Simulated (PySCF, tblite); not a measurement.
**C6H12F2OSi: geometry, infrared bands and NMR shifts**

Wanted: the infrared bands and NMR shifts of C6H12F2OSi (`F[SiH2][C@@H]1CCCO[C@@H](F)C1`), by calculation.

Programs: tblite 0.8.0 and PySCF 2.14.0, with density-fitted response routines of our own. Each step states its level of theory. These are calculated values for one molecule in the gas phase, unless marked as measured. Atoms count from 0, in the outputs and in this text.

## Step 1: The starting structure

22 atoms, charge 0, multiplicity 1; geometry from: force field or distance geometry start.

Bonds of the start (Å): F0–Si1 1.62, Si1–C2 1.89, C2–C3 1.56, C3–C4 1.53, C4–C5 1.52, C5–O6 1.42, O6–C7 1.42, C7–F8 1.36, C7–C9 1.52, C9–C2 1.55, Si1–H10 1.48, Si1–H11 1.48, C2–H12 1.09, C3–H13 1.10, C3–H14 1.09, C4–H15 1.10, C4–H16 1.10, C5–H17 1.09, C5–H18 1.09, C7–H19 1.10, C9–H20 1.09, C9–H21 1.10.

## Step 2: Relaxing the molecule with GFN2-xTB

Job settings and geometry (Å):

```
{"job": {"kind": "relax", "xc": "GFN2-xTB", "basis": "xTB"}, "charge": 0, "multiplicity": 1}
F      2.601800    -1.024100     1.840100
Si     2.212800     0.143600     0.788000
C      0.960000    -0.608300    -0.403200
C      0.359700     0.376300    -1.460100
C     -0.604500     1.446200    -0.942000
C     -1.750100     0.924700    -0.091100
O     -1.232300     0.551500     1.176400
C     -0.991800    -0.834900     1.332000
F     -2.204400    -1.460000     1.358000
C     -0.149500    -1.482100     0.239200
H      1.644800     1.287200     1.536800
H      3.431400     0.555500     0.061300
H      1.557300    -1.303600    -0.984500
H      1.182200     0.866800    -1.992200
H     -0.172100    -0.216700    -2.207300
H     -0.038600     2.197700    -0.371300
H     -1.022800     1.965400    -1.818700
H     -2.451600     1.739300     0.087400
H     -2.303900     0.120400    -0.569200
H     -0.531400    -0.991000     2.314400
H      0.302100    -2.383500     0.661200
H     -0.809800    -1.851100    -0.556100
```

Run with:

```console
$ OMP_NUM_THREADS=1 python probes_run.py task.json out
```

The driver reads the jobs from task.json and runs them one after another.

Output:

```text
step      E/eV     max force
  0    -933.48944    1.393
  1    -933.57620    0.462
  2    -933.59910    0.311
  3    -933.61513    0.341
  4    -933.63480    0.366
  5    -933.64485    0.254
  6    -933.65024    0.131
  7    -933.65313    0.129
  8    -933.65591    0.146
  9    -933.65858    0.117
 10    -933.66129    0.124
 11    -933.66404    0.128
 12    -933.66676    0.122
 13    -933.66940    0.119
 14    -933.67205    0.130
 15    -933.67466    0.116
 16    -933.67714    0.111
 17    -933.67933    0.092
 18    -933.68122    0.098
 19    -933.68304    0.120
 20    -933.68487    0.146
 21    -933.68672    0.121
 22    -933.68857    0.086
 23    -933.69031    0.088
 24    -933.69183    0.105
 25    -933.69307    0.100
 26    -933.69401    0.055
 27    -933.69474    0.055
 28    -933.69533    0.051
 29    -933.69585    0.058
 30    -933.69634    0.052
 31    -933.69683    0.052
 32    -933.69732    0.058
 33    -933.69778    0.058
 34    -933.69818    0.047
 35    -933.69852    0.042
 36    -933.69883    0.050
 37    -933.69912    0.046
 38    -933.69937    0.039
 39    -933.69956    0.036
 40    -933.69972    0.028
 41    -933.69987    0.034
 42    -933.70003    0.039
 43    -933.70021    0.031
 44    -933.70041    0.042
 45    -933.70064    0.043
 46    -933.70088    0.040
 47    -933.70113    0.041
 48    -933.70135    0.035
 49    -933.70151    0.024
 50    -933.70162    0.020
 51    -933.70171    0.024
 52    -933.70180    0.024
 53    -933.70188    0.020
 54    -933.70194    0.016
 55    -933.70197    0.012
 56    -933.70200    0.011
 57    -933.70203    0.013
 58    -933.70205    0.011
 59    -933.70207    0.012
 60    -933.70210    0.010
 61    -933.70212    0.009
```

It took 1.4 s on 1 thread of Intel Xeon at 2.50GHz, shared host; peak memory 0.18 GiB.

Along the way: (not every step is listed)

```csv
step,energy from step 0 (eV),largest force (eV/Å)
0,0.0000,1.3930
1,-0.0868,0.4624
2,-0.1097,0.3112
3,-0.1257,0.3406
4,-0.1454,0.3655
5,-0.1554,0.2543
6,-0.1608,0.1311
7,-0.1637,0.1293
8,-0.1665,0.1464
12,-0.1773,0.1218
16,-0.1877,0.1111
20,-0.1954,0.1463
24,-0.2024,0.1049
28,-0.2059,0.0513
32,-0.2079,0.0577
36,-0.2094,0.0504
40,-0.2103,0.0284
44,-0.2110,0.0423
48,-0.2119,0.0348
52,-0.2124,0.0242
56,-0.2126,0.0110
57,-0.2126,0.0130
58,-0.2126,0.0112
59,-0.2126,0.0117
60,-0.2127,0.0099
61,-0.2127,0.0091
```

Distances of close pairs at the start and the end, largest changes first:

| bond | before (Å) | after (Å) | change (Å) |
| --- | --- | --- | --- |
| O6–C7 | 1.416 | 1.369 | -0.047 |
| C2–C3 | 1.564 | 1.533 | -0.031 |
| C7–F8 | 1.364 | 1.396 | +0.031 |
| Si1–H10 | 1.480 | 1.450 | -0.030 |
| Si1–C2 | 1.885 | 1.910 | +0.024 |
| C2–C9 | 1.552 | 1.533 | -0.019 |
| Si1–H11 | 1.477 | 1.459 | -0.018 |
| C2–H12 | 1.085 | 1.099 | +0.013 |

The next job starts from the end point, and lists it.

## Step 3: Vibrational analysis with GFN2-xTB

Job settings and geometry (Å):

```
{"job": {"kind": "ir", "xc": "GFN2-xTB", "basis": "xTB"}, "charge": 0, "multiplicity": 1}
F      2.509242    -0.924637     1.819830
Si     2.022858     0.254069     0.827013
C      0.923066    -0.630225    -0.459336
C      0.335370     0.301518    -1.525341
C     -0.524454     1.438111    -0.979330
C     -1.642704     0.965300    -0.052520
O     -1.130512     0.504663     1.194177
C     -0.921751    -0.843163     1.311842
F     -2.153377    -1.490151     1.423706
C     -0.152142    -1.519182     0.175706
H      1.422306     1.241260     1.702738
H      3.240715     0.718363     0.170912
H      1.585192    -1.318259    -1.002939
H      1.156709     0.739327    -2.097699
H     -0.264886    -0.293877    -2.221118
H      0.100069     2.138646    -0.422909
H     -0.976547     1.975912    -1.815164
H     -2.292556     1.808661     0.198204
H     -2.252986     0.190597    -0.526819
H     -0.427815    -0.983280     2.282097
H      0.305585    -2.421856     0.582709
H     -0.871792    -1.832410    -0.586612
```

Output:

```text
mode    cm-1     km/mol
  1      35.7      1.44
  2      83.8      4.07
  3     121.3      6.07
  4     139.5      5.70
  5     188.6      8.53
  6     235.9      2.20
  7     267.2      8.01
  8     311.7      3.80
  9     358.0      3.72
 10     376.6      0.61
 11     415.4     25.19
 12     502.5     45.07
 13     538.6      2.69
 14     569.1     62.93
 15     605.3      4.89
 16     629.4     12.94
 17     693.9     34.20
 18     730.7    139.54
 19     786.7    243.42
 20     803.8    227.68
 21     824.9     32.02
 22     881.0     54.05
 23     898.0      3.39
 24     915.0      9.75
 25     928.0    153.81
 26     938.1     16.53
 27    1025.8      6.82
 28    1053.3     55.15
 29    1067.4      2.59
 30    1092.9     25.82
 31    1151.3     29.12
 32    1162.3     42.83
 33    1175.1     32.16
 34    1205.0      8.82
 35    1221.7      0.56
 36    1242.5     18.53
 37    1273.6      6.55
 38    1280.7      4.37
 39    1290.7      1.03
 40    1317.3     25.43
 41    1334.1     12.19
 42    1344.2      5.69
 43    1351.1      3.53
 44    1365.1      1.36
 45    1461.5      1.09
 46    1472.0      2.58
 47    1482.6      4.01
 48    1501.0      2.15
 49    2293.0    318.86
 50    2378.9    181.36
 51    2892.5     44.46
 52    2921.0     16.98
 53    2939.9     11.82
 54    2942.2     32.31
 55    2957.7     49.85
 56    2959.4     30.68
 57    2973.0     43.79
 58    2982.8     68.38
 59    2997.1     20.90
 60    2999.4     55.04
```

Run time: 3.1 s. Hardware: 1 thread of Intel Xeon at 2.50GHz, shared host; peak memory 0.18 GiB.

Which atoms move in the most intense modes:

```csv
cm⁻¹,km/mol,atoms
569,62.9,"H11 48 %, H10 33 %"
731,139.5,"H10 53 %, H11 35 %"
787,243.4,"H11 46 %, H10 40 %"
804,227.7,"F0 49 %, Si1 38 %"
928,153.8,"C7 42 %, F8 13 %"
2293,318.9,H11 95 %
2379,181.4,H10 95 %
2983,68.4,H16 76 %
```

## Step 4: Nuclear shieldings: PBE0/pcSseg-1

The job, as its differences from that of step 3:

```diff
@@ -1,2 +1,2 @@
-{"job": {"kind": "ir", "xc": "GFN2-xTB", "basis": "xTB"}, "charge": 0, "multiplicity": 1}
+{"job": {"kind": "nmr", "xc": "PBE0", "basis": "pcSseg-1"}, "charge": 0, "multiplicity": 1}
 F      2.509242    -0.924637     1.819830
```

With the program's defaults for keys left out, this is: GIAO PBE0/pcSseg-1 NMR shielding, non-relativistic, gas phase.

Output:

```text
coarse grid: 18840 points
cycle   1  E = -799.3597701435  dE =  1.224e+00  |g| = 8.847e-01  |ddm| = 4.129e+00
cycle   2  E = -799.2431334785  dE =  1.166e-01  |g| = 1.260e+00  |ddm| = 1.562e+00
cycle   3  E = -799.4954911941  dE = -2.524e-01  |g| = 8.387e-02  |ddm| = 9.623e-01
cycle   4  E = -799.4964864730  dE = -9.953e-04  |g| = 4.353e-02  |ddm| = 9.375e-02
cycle   5  E = -799.4968786562  dE = -3.922e-04  |g| = 8.263e-03  |ddm| = 4.190e-02
cycle   6  E = -799.4968915039  dE = -1.285e-05  |g| = 2.298e-03  |ddm| = 9.234e-03
cycle   7  E = -799.4968925312  dE = -1.027e-06  |g| = 5.648e-04  |ddm| = 1.867e-03
final grid: 178056 points
cycle   8  E = -799.5821766224  dE = -8.764e-05  |g| = 1.254e-02  |ddm| = 4.182e-02
cycle   9  E = -799.5821473006  dE =  2.932e-05  |g| = 1.775e-02  |ddm| = 2.174e-02
cycle  10  E = -799.5822095443  dE = -6.224e-05  |g| = 1.168e-03  |ddm| = 1.283e-02
cycle  11  E = -799.5822097832  dE = -2.389e-07  |g| = 4.211e-04  |ddm| = 1.338e-03
cycle  12  E = -799.5822098165  dE = -3.330e-08  |g| = 1.222e-04  |ddm| = 4.577e-04
cycle  13  E = -799.5822098188  dE = -2.371e-09  |g| = 4.768e-05  |ddm| = 1.158e-04
cycle  14  E = -799.5822098192  dE = -3.431e-10  |g| = 7.264e-06  |ddm| = 3.560e-05
converged SCF energy = -799.5822098192

GIAO shielding tensors (ppm)
atom      isotropic    diamagn.    paramagn.     s11        s22        s33       span
  0 F      403.554     468.076     -64.522    368.819    405.352    436.493     67.674
  1 Si     337.135     877.661    -540.526    284.028    329.572    397.804    113.776
  2 C      159.186     253.786     -94.600    150.099    157.583    169.877     19.778
  3 C      152.217     246.736     -94.519    144.139    153.437    159.077     14.938
  4 C      153.544     249.206     -95.662    146.018    155.749    158.865     12.847
  5 C      120.228     244.776    -124.547     84.286    117.985    158.414     74.127
  6 O      230.489     398.217    -167.728    179.113    238.150    274.206     95.093
  7 C       72.232     243.911    -171.679     42.671     74.762     99.263     56.592
  8 F      316.497     473.477    -156.979    223.615    342.051    383.827    160.212
  9 C      145.840     250.579    -104.739    122.604    146.691    168.225     45.622
 10 H       26.005      29.628      -3.623     22.379     26.474     29.162      6.783
 11 H       26.469      28.978      -2.508     22.643     25.100     31.665      9.022
 12 H       29.978      31.975      -1.997     25.148     28.191     36.595     11.447
 13 H       29.586      30.971      -1.385     24.844     27.974     35.941     11.097
 14 H       30.160      31.436      -1.277     25.825     28.394     36.260     10.436
 15 H       30.242      31.331      -1.089     27.240     28.346     35.139      7.898
 16 H       30.245      29.782       0.463     25.289     28.068     37.377     12.088
 17 H       27.669      28.416      -0.747     21.860     27.231     33.917     12.058
 18 H       27.622      30.246      -2.624     23.387     27.495     31.983      8.596
 19 H       25.693      29.766      -4.073     22.719     25.365     28.996      6.277
 20 H       28.989      30.983      -1.995     24.919     27.531     34.516      9.596
 21 H       29.588      31.995      -2.406     26.545     28.585     33.636      7.091
```

It took 3 min on 1 thread of Intel Xeon at 2.50GHz, shared host; peak memory 1.1 GiB.

The references, computed at this level on geometries of the same kind, shield at (ppm): ¹H TMS 31.72, ¹³C TMS 186.9, ²⁹Si TMS 349.2, ¹⁹F CFCl3 170.9, ¹⁷O H2O 336.1. Their shielding less the atom's gives the shift. The references are single molecules in the gas phase, so shifts against H2O, NH3, PH3, H3PO4 or CFCl3 are not on the usual liquid scales and can be off by tens of ppm.

| atoms | environment | σ (ppm) | δ (ppm) | δ scaled to CDCl3 |
| --- | --- | --- | --- | --- |
| C7 | sp3 CH bonded to F and O | 72.2 | 114.7 | 110.0 |
| C5 | sp3 CH2 bonded to O | 120.2 | 66.7 | 63.2 |
| C9 | sp3 CH2 in a ring | 145.8 | 41.1 | 38.2 |
| C3 | sp3 CH2 in a ring | 152.2 | 34.7 | 32.0 |
| C4 | sp3 CH2 in a ring | 153.5 | 33.4 | 30.7 |
| C2 | sp3 CH bonded to Si | 159.2 | 27.7 | 25.2 |
| H19 | hydrogen on an sp3 CH bonded to F and O | 25.69 | 6.02 | 5.78 |
| H10 | hydrogen on a silicon bonded to C, F | 26.01 | 5.71 | – |
| H11 | hydrogen on a silicon bonded to C, F | 26.47 | 5.25 | – |
| H18 | hydrogen on an sp3 CH2 bonded to O | 27.62 | 4.10 | 3.97 |
| H17 | hydrogen on an sp3 CH2 bonded to O | 27.67 | 4.05 | 3.92 |
| H20 | hydrogen on an sp3 CH2 in a ring | 28.99 | 2.73 | 2.68 |
| H13 | hydrogen on an sp3 CH2 in a ring | 29.59 | 2.13 | 2.11 |
| H21 | hydrogen on an sp3 CH2 in a ring | 29.59 | 2.13 | 2.11 |
| H12 | hydrogen on an sp3 CH bonded to Si | 29.98 | 1.74 | 1.74 |
| H14 | hydrogen on an sp3 CH2 in a ring | 30.16 | 1.56 | 1.57 |
| H15 | hydrogen on an sp3 CH2 in a ring | 30.24 | 1.48 | 1.50 |
| H16 | hydrogen on an sp3 CH2 in a ring | 30.24 | 1.47 | 1.49 |
| F8 | fluorine on an sp3 carbon | 316.5 | -145.6 | – |
| F0 | fluorine bonded to Si | 403.6 | -232.6 | – |
| Si1 | silicon bonded to C, F, 2 H | 337.1 | 12.0 | – |
| O6 | ether oxygen | 230.5 | 105.6 | – |

The scaled column applies a straight-line fit of computed shieldings to shifts measured in CDCl3, and one for carbons that bear F (root-mean-square error 0.16 ppm for H, 1.9 ppm for C).

Charges from the same density, by scheme (e):

| atoms | Mulliken | IAO | Hirshfeld | ESP fit |
| --- | --- | --- | --- | --- |
| F0 | -0.44 | -0.55 | -0.21 | -0.33 |
| Si1 | 0.92 | 1.06 | 0.41 | 0.65 |
| C2 | -0.57 | -0.40 | -0.11 | -0.08 |
| C3 | -0.19 | -0.25 | -0.07 | -0.18 |
| C4 | -0.26 | -0.27 | -0.08 | -0.04 |
| C5 | 0.07 | -0.06 | 0.01 | 0.03 |
| O6 | -0.50 | -0.38 | -0.13 | -0.36 |
| C7 | 0.42 | 0.34 | 0.12 | 0.30 |
| F8 | -0.34 | -0.35 | -0.13 | -0.26 |
| C9 | -0.21 | -0.30 | -0.09 | -0.39 |

Mayer bond orders: F0–Si1 0.89, Si1–C2 0.86, C2–C3 1.02, C3–C4 1.04, C4–C5 1.04, C5–O6 0.88, O6–C7 1.02, C7–F8 0.87, C7–C9 1.02, C9–C2 0.99.

Ring of atoms C2, C3, C4, C5, O6, C7, C9: NICS(0) -2.2, NICS(1) -1.9, NICS(1)zz 2.0 ppm (means of both faces).

Orbitals, density, ELF and potential are computed afterwards from the orbital file.

Frontier orbitals at PBE0/pcSseg-1, with the share of their density that lies nearest to each atom:

```csv
orbital,energy (eV),lies on
HOMO,-8.20,"O6 51 %; C4 8 %; C5, C9 about 6 % each"
LUMO,0.15,"Si1 22 %; H10, H11 about 15 % each; F0 13 %"
```

ELF in a plane through or near 6 of the atoms.

Ten even steps from ' ' (0.00) to '@' (1.00):
```
                                                        
                                                        
                                                        
                ..                                      
          ==@@@@@@%%..                ..                
        ==@@@@@@@@@@**        ..::..++%%##==            
        ++@@@@@@@@@@**..    ::####**%%@@@@%%..          
          ::%%@@%%--..::    --##++::##%%**--            
          ..::::..%%--====  ..==++****::                
      ::++######::....**==    ..**##==++++--..          
      ::##%%++**##::::--    ::--==--==****++::          
      ..++%%%%%%**..      ::++**##++==**==::            
        ..==++++::    --++--++%%++::....                
                    ##@@@@++..==..                      
                  ::%%@@@@**--++++==..                  
                    ==++..  ==##%%++::                  
                            --++==::                    
                                                        
                                                        
                                                        
```
The map spans 11.5 Å across and 11.0 Å up, centred on the molecule. Atoms in the plane (x, y in Å): F0 (-3.1, -0.4), Si1 (-1.9, 0.7), C4 (1.3, 1.2), C5 (1.8, -0.2), C7 (0.0, -1.8), H11 (-2.6, 2.0).

log10 of the density (e/Å³) in the same plane.

Ten even steps from ' ' (-4.0) to '@' (1.7):
```
                                                        
                                                        
                ..                                      
        ....::::::::....................                
      ..::----====----::::::::----------::::..          
      ::--==++++++++==------========++====--::..        
    ..::--==****##**++======++**********++==--..        
    ..::--==++********++====++**####****++==--..        
    ..--==++++**##@@##**++++++**####**++====--::        
    ::==++**####**##****++++++++**####**++++--::..      
    ::==**%%@@%%##**++++++++++****%%@@##**++==::..      
    ::==++##%%##**++====++****######****++==--::..      
    ..--==++++++======++**######****++++==--::..        
      ..::----------++**######**++++==----::..          
              ..::--==************++==--....            
                ..::--====++******++==::                
                  ..::::--==++++++==--..                
                        ..::------::..                  
                                                        
                                                        
```
The map spans 11.5 Å across and 11.0 Å up, centred on the molecule. Atoms in the plane (x, y in Å): F0 (-3.1, -0.4), Si1 (-1.9, 0.7), C4 (1.3, 1.2), C5 (1.8, -0.2), C7 (0.0, -1.8), H11 (-2.6, 2.0).

On the surface of density 0.002 e/bohr³ the electrostatic potential runs, from the 1st to the 99th percentile, from -1.19 V near O6 to 1.20 V near H15.

## Step 5: Summary of results

| quantity | value |
| --- | --- |
| strongest single infrared mode (GFN2-xTB) | 2293 cm⁻¹, 319 km/mol |
| zero-point energy (GFN2-xTB) | 108.5 kcal/mol |
| ¹³C shifts against TMS (PBE0/pcSseg-1) | 114.7, 66.7, 41.1, 34.7, 33.4, 27.7 ppm |
| ¹H shifts against TMS (PBE0/pcSseg-1) | 6.02, 5.71, 5.25, 4.10, 4.05, 2.73, 2.13, 2.13, 1.74, 1.56, 1.48, 1.47 ppm |
| ¹⁹F shifts against CFCl3 (PBE0/pcSseg-1) | -145.6, -232.6 ppm |
| ²⁹Si shifts against TMS (PBE0/pcSseg-1) | 12.0 ppm |
| ¹⁷O shifts against H2O (PBE0/pcSseg-1) | 105.6 ppm |
| surface potential, 1st and 99th percentile | -1.19 V and 1.20 V |

In words: The optimisation took 61 steps and gained 0.213 eV; among the close pairs (by a distance rule), O6–C7 changed most, from 1.416 to 1.369 Å. All 60 modes are real, so the xTB geometry is a minimum. The strongest single mode, at 2293 cm⁻¹, moves mainly H11. Unscaled tight-binding wavenumbers are off by several per cent, some by more. Its intensities can rank the bands wrongly. H19 (hydrogen on an sp3 CH bonded to F and O) lies farthest downfield among hydrogen, at 6.02 ppm; its carbon carries F and O, hence the downfield position. At PBE0/pcSseg-1: The largest span, 160 ppm, is at F8, where the paramagnetic term is -157 ppm.
